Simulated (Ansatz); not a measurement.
# RbLuS2: the cost of one run

Method: DFT PBEsol, scalar-relativistic, in Ansatz 0.2.0.

**1. The structure to begin with**

Symmetry: R-3m, No. 166, trigonal system. Conventional cell: a = 3.991 Å, b = 3.991 Å, c = 22.838 Å, α = 90.00°, β = 90.00°, γ = 120.00°. Around Rb (site symmetry -3m) lie 6 S at 3.29 Å. Lu (site symmetry -3m) has 6 S at 2.72 Å in its first shell of neighbours. Around S (site symmetry 3m) lie 3 Lu at 2.72 Å and 3 Rb at 3.29 Å.

Structure file:

```
CELL_PARAMETERS angstrom
1.99550 1.15210 7.61267
-1.99550 1.15210 7.61267
0.00000 -2.30420 7.61267
ATOMIC_POSITIONS crystal
Rb 0.00000 0.00000 0.00000
Lu 0.50000 0.50000 0.50000
S 0.23030 0.23030 0.23030
S 0.76970 0.76970 0.76970
```

Atoms are numbered in the order of the input: Rb1, Lu2, S3, S4.

**2. Volume × 0.96, LAPW**

Input file input.yaml:

```yaml
crystal:
  lattice:
    - [1.9685289001, 1.1365306904, 7.5097834688]
    - [-1.9685289001, 1.1365306904, 7.5097834688]
    - [0.0, -2.2730613808, 7.5097834688]
  atoms:
    - { symbol: Rb, position: [0.0, 0.0, 0.0] }
    - { symbol: Lu, position: [0.5, 0.5, 0.5] }
    - { symbol: S, position: [0.2303, 0.2303, 0.2303] }
    - { symbol: S, position: [0.7697, 0.7697, 0.7697] }
kpoints:
  mp_grid: { grid: [9, 9, 9] }
  band_path:
    path:
      - [0.0, 0.0, 0.0]
      - [0.5, 0.5, 0.5]
      - [0.8180641346, 0.1819358654, 0.5]
      - [0.5, -0.1819358654, 0.1819358654]
      - [0.5, 0.0, 0.0]
      - [0.0, 0.0, 0.0]
      - [0.3409679327, -0.3409679327, 0.0]
      - [0.6590320673, 0.0, 0.3409679327]
      - [0.5, 0.0, 0.5]
    npoints: 5
scf:
  occupations: { method: fermi_dirac, width: 0.01 }
hamiltonian:
  xc: pbesol
  pseudopotentials: { kind: all_electron, lapw: { basis_error: 0.001 } }
output:
  forces: true
  stress: true
  eigenvalues: true
```

Started as:

```console
ansatz run input.yaml --threads 1 --pin off --max-ram 4096MiB --backend cpu --events-out ev --progress --plain --runs-dir out
```

**Question.** How long does this run take on 1 thread of Arm Neoverse V1, shared host, and how much memory does it need?

About 2 min, with a peak of 0.86 GiB.
